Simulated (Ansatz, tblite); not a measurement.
# The cluster In₃Sb₂+: rung by rung

One table from this session's results is given with a row withheld; the runs are named, their logs left out.

The runs use Ansatz 0.2.0, Gaussian basis; as each input shows.

Levels to be run: GFN1-xTB, PBE-D4/def2-TZVP, r2SCAN-D4/def2-TZVP, B3LYP-D4/def2-TZVP, revPBE-D4/def2-TZVP, PBE-QIDH/def2-TZVP, PBE-D4/def2-SVP, PBE0-D4/def2-SVP, CCSD(T)/def2-SVP, MP2/def2-TZVP.

3 further runs of the same task are left out: 3 set aside as unsound or not needed.

## The relaxed structure

The geometry is that of the singlet, from an earlier relaxation (r2SCAN-D4/def2-SVP). At that level it is the lowest of the isomers that a small search found.

5 atoms, charge 1, spin multiplicity 1.

Bond lengths: In1–In2 3.272 Å, In1–Sb5 3.326 Å, In2–Sb4 2.926 Å, In2–Sb5 3.178 Å, In3–Sb4 3.210 Å, In3–Sb5 3.188 Å, Sb4–Sb5 2.681 Å. Angles: In2–In1–Sb5 57.6°, In1–In2–Sb4 114.0°, In1–In2–Sb5 62.1°, Sb4–In2–Sb5 51.9°, Sb4–In3–Sb5 49.5°, In2–Sb4–In3 133.7°, In2–Sb4–Sb5 68.9°, In3–Sb4–Sb5 64.8°, In1–Sb5–In2 60.4°, In1–Sb5–In3 174.8°, In1–Sb5–Sb4 119.6°, In2–Sb5–In3 124.9°, In2–Sb5–Sb4 59.2°, In3–Sb5–Sb4 65.7°.

Coordinates:

```xyz
5

In   -1.3601    3.0917    0.2270
In   -2.3335   -0.0087   -0.1598
In    3.0503   -1.6887    0.0305
Sb   -0.1402   -1.9450   -0.2116
Sb    0.7834    0.5506    0.1139
```

In, Sb take a core potential in the def2 sets. No spin-orbit coupling is included. The ion is computed in the gas phase, without counter-ions or solvent.

PBE0-D4/def2-TZVP was run before; its log isn't repeated, and its numbers join the tables.

The first run:

Tight binding, by tblite at 300 K electronic temperature and without a spin-polarisation term:

```python
tblite.interface.Calculator('GFN1-xTB', numbers, positions, charge=1, uhf=0).singlepoint()
```

start.molden holds the orbitals of an earlier run on this state, given as this run's starting guess.

The input, in.yaml:

```yaml
crystal:
  periodic: [false, false, false]
  atoms:
    - {symbol: In, position_ang: [-1.360058, 3.091672, 0.227000]}
    - {symbol: In, position_ang: [-2.333460, -0.008665, -0.159822]}
    - {symbol: In, position_ang: [3.050306, -1.688664, 0.030468]}
    - {symbol: Sb, position_ang: [-0.140191, -1.944981, -0.211553]}
    - {symbol: Sb, position_ang: [0.783403, 0.550638, 0.113917]}
basis:
  gaussian: {orbitals: def2-TZVP, initial_orbitals: start.molden}
total_charge: 1
hamiltonian: {xc: pbe, dispersion: d4}
scf: {omitted_lower_state_checks: [starts]}
output: {forces: true, orbitals: {seedname: orbitals}}
```

Run with:

```sh
$ ansatz run in.yaml --threads 4 --pin off --events-out ev --progress --plain --max-ram 4787MiB
```

Steps of the session up to this table: PBE-D4/def2-TZVP; r2SCAN-D4/def2-TZVP; B3LYP-D4/def2-TZVP; revPBE-D4/def2-TZVP; PBE-QIDH/def2-TZVP; PBE-D4/def2-SVP; PBE0-D4/def2-SVP; CCSD(T)/def2-SVP; MP2/def2-TZVP.

One of the session's tables, all rows but one given; the rest of the session is left out.

```
              level  HOMO (eV)  LUMO (eV)  gap (eV)
    PBE-D4/def2-SVP      -8.45      -7.39      1.06
   PBE-D4/def2-TZVP          ?          ?         ?
revPBE-D4/def2-TZVP      -8.34      -7.28      1.06
r2SCAN-D4/def2-TZVP      -8.63      -7.43      1.20
 B3LYP-D4/def2-TZVP      -8.91      -6.89      2.03
   PBE0-D4/def2-SVP      -9.12      -6.77      2.35
  PBE0-D4/def2-TZVP      -9.09      -6.75      2.34
```

**Question.** Estimate the row for PBE-D4/def2-TZVP.

The run gave: HOMO (eV): -8.43; LUMO (eV): -7.37; gap (eV): 1.05. In the column «HOMO (eV)» it lies between PBE-D4/def2-SVP (-8.45) and revPBE-D4/def2-TZVP (-8.34).
